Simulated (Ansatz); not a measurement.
# F₂H₂S₂Si: one species, many methods

How much do the methods differ for F₂H₂S₂Si? The plan is to run it at one geometry with functionals of several rungs and with coupled cluster. The yardstick is the atomisation energy at the CCSD(T) limit.

The runs use Ansatz 0.2.0, Gaussian basis; functionals in def2-TZVPP, the program's frozen cores in correlated methods.

Plan: LDA (SPW92), PBE-D4, revPBE-D4, BLYP-D4, r2SCAN-D4, B97M-V, PBE0-D4, B3LYP-D4, r2SCANh-D4, r2SCAN0-D4, HSE06-D4, BHLYP-D4, CAM-B3LYP-D4, LC-ωPBE, ωB97X-V, ωB97M-V, B2PLYP, PBE-QIDH; CCSD(T)/def2-SVP; CCSD(T)/def2-TZVPP; MP2/def2-QZVPP; extrapolation to the limit; RPA on PBE.

## Step 1: The relaxed structure

All runs share one geometry, relaxed beforehand with PBE0-D4 in a triple-zeta def2 set.

SMILES `F[Si](F)(S)S`, 7 atoms, charge 0, spin multiplicity 1.

Atoms are counted from 1 here; the program's logs count them from 0.

Bond lengths: F1–Si2 1.582 Å, Si2–F3 1.585 Å, Si2–S4 2.104 Å, Si2–S5 2.101 Å, S4–H6 1.346 Å, S5–H7 1.345 Å. Angles: F1–Si2–F3 105.5°, F1–Si2–S4 113.1°, F1–Si2–S5 105.4°, F3–Si2–S4 108.2°, F3–Si2–S5 113.5°, S4–Si2–S5 111.1°, Si2–S4–H6 93.2°, Si2–S5–H7 92.6°.

## Step 2: LDA

This LDA is Slater exchange with PW92 correlation.

File in.yaml:

```yaml
crystal:
  periodic: [false, false, false]
  atoms:
    - {symbol: F, position_ang: [0.824430, -1.487559, 1.053177]}
    - {symbol: Si, position_ang: [0.178552, -0.419452, 0.080561]}
    - {symbol: F, position_ang: [-0.855631, -1.226506, -0.808872]}
    - {symbol: S, position_ang: [-0.869891, 1.095100, 1.097648]}
    - {symbol: S, position_ang: [1.782386, 0.378262, -1.016799]}
    - {symbol: H, position_ang: [-1.983666, 0.349107, 1.217054]}
    - {symbol: H, position_ang: [0.985118, 1.243047, -1.668470]}
basis:
  gaussian: {orbitals: def2-TZVPP}
hamiltonian: {xc: lda}
output: {orbitals: {seedname: orbitals}}
```

The run is started by

```console
$ ansatz run in.yaml --threads 4 --pin off --events-out ev --progress --plain --max-ram 10444MiB
```

After this run come: PBE-D4 (GGA); revPBE-D4 (GGA); BLYP-D4 (GGA); r2SCAN-D4 (meta-GGA); B97M-V (meta-GGA); B3LYP-D4 (hybrid); r2SCANh-D4 (hybrid); r2SCAN0-D4 (hybrid); HSE06-D4 (hybrid); BHLYP-D4 (hybrid); CAM-B3LYP-D4 (range-separated); LC-ωPBE (range-separated); ωB97X-V (range-separated); ωB97M-V (range-separated); B2PLYP (double hybrid); PBE-QIDH (double hybrid); CCSD(T) in def2-SVP; CCSD(T) in def2-TZVPP; MP2 in def2-QZVPP; RPA on PBE orbitals.

Before running them: what should the planned runs give, taken together? Wanted: atomisation energy, CCSD(T)/CBS; farthest beyond LDA; mean size of error, GGA; mean size of error, meta-GGA; mean size of error, hybrid; mean size of error, range-separated; mean size of error, double hybrid; gap, smallest and largest; T1 diagnostic.

**Answer**, as computed:

| quantity | value |
| --- | --- |
| atomisation energy, CCSD(T)/CBS | 26.682 eV |
| functionals within 0.133 eV (0.5 %) | r2SCAN-D4, ωB97X-V, ωB97M-V |
| farthest beyond LDA | BHLYP-D4 (-1.330 eV) |
| mean size of error, GGA | 0.391 eV |
| mean size of error, meta-GGA | 0.096 eV |
| mean size of error, hybrid | 0.575 eV |
| mean size of error, range-separated | 0.214 eV |
| mean size of error, double hybrid | 0.547 eV |
| gap, smallest and largest | 5.86 eV (BLYP-D4), 13.31 eV (LC-ωPBE) |
| T1 diagnostic | 0.0119 |
| triples share of the correlation energy | 3.6 % |

**Reading.** The LDA atomisation energy is off by 3.966 eV (15 %): it overbinds. PBE-D4 misses by +0.215 eV. Double hybrids carry the basis error of their MP2 part in triple zeta, and no dispersion term here, so their miss is partly the set-up's. Taken by rung, meta-GGA functionals do best (0.096 eV on average) and hybrid ones worst beyond LDA (0.575 eV). The mean of the hybrids holds BHLYP, with half exact exchange. Misses under about 0.133 eV are within the doubt on the reference itself, which lacks core-valence correlation, relativity and higher excitations. Hartree-Fock recovers 71 % of the binding; the rest is correlation. CCSD(T) in def2-SVP is off by -2.855 eV, more than most functionals: a good method in a small basis is no reference. Orbital gaps span 5.9 to 13.3 eV; exact exchange widens them.
